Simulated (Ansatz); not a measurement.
Ca3Pb, space group Pm-3m, a supercell folding check

Computed with Ansatz 0.2.0, Python API.

The cells in order, each with its output:

**Cell 1**
```python
import warnings

import ansatz
from pymatgen.core import Lattice, Structure
from pymatgen.io.ase import AseAtomsAdaptor
```

**Cell 2**
```python
warnings.simplefilter("ignore", ansatz.DeckWarning)

pmg_structure = Structure(
    Lattice([[5.049858, 0.0, 0.0], [0.0, 5.049858, 0.0], [0.0, 0.0, 5.049858]]),
    ["Ca", "Ca", "Ca", "Pb"],
    [
        [0.0, 0.5, 0.5],
        [0.5, 0.5, 0.0],
        [0.5, 0.0, 0.5],
        [0.0, 0.0, 0.0],
    ],
)
crystal = ansatz.Crystal.from_ase(AseAtomsAdaptor.get_atoms(pmg_structure))
```

**Cell 3**
```python
crystal.resolved().tree()["lattice"]
```
Output:
```text
((5.049858, 0.0, 0.0), (0.0, 5.049858, 0.0), (0.0, 0.0, 5.049858))
```

**Cell 4**
```python
# the mesh shrinks as the cell grows, so that all cells sample the same points
mesh = (4, 4, 4)
rows = []
for repeats in [(1, 1, 1), (1, 2, 1), (2, 2, 1)]:
    job = crystal.supercell(*repeats).calculation()
    job = job.functional("r2SCAN").pseudopotentials("paw")
    job = job.occupations("Marzari-Vanderbilt", width=0.05).kpoints(*(k // n for k, n in zip(mesh, repeats)))
    rep = job.run(threads=1, backend="cpu").report
    n = len(rep["lattice"]["sites"])
    rows.append((repeats, n, rep["free_energy_ev"] / n, rep["fermi_energy_ev"], rep["n_kpoints"], rep["n_symmetry_ops"]))
print("       repeats           atoms       F/atom eV  Fermi level eV        k-points  symmetry operations")
for row in rows:
    print(f"{str(row[0]):>14s}  {row[1]:14d}  {row[2]:14.5f}  {row[3]:14.4f}  {row[4]:14d}  {row[5]:19d}")
```
Output:
```text
       repeats           atoms       F/atom eV  Fermi level eV        k-points  symmetry operations
     (1, 1, 1)               4     -4346.94305          7.3848              10                   48
     (1, 2, 1)               8     -4346.94305          7.3848              12                   32
     (2, 2, 1)              16     -4346.94305          7.3848               9                   64
```

Notes:
- Absolute energies stand on the zero of these potentials, so only differences at equal settings mean something.
- Cold and Methfessel-Paxton smearing aren't meant for a gap as narrow as their width.
- Spin-orbit coupling, which matters for elements this heavy, is left out.
- This cell is a computed structure, which may not be the phase found in nature.
- The count of operations in a supercell holds its pure translations too, and an uneven repeat can lower the point group.
- Timing: 75 s on 1 thread of Arm Neoverse V2, with other jobs on the host, peak memory 1.8 GiB.

(Lines on the test bed's own set-up are left out of the output.)
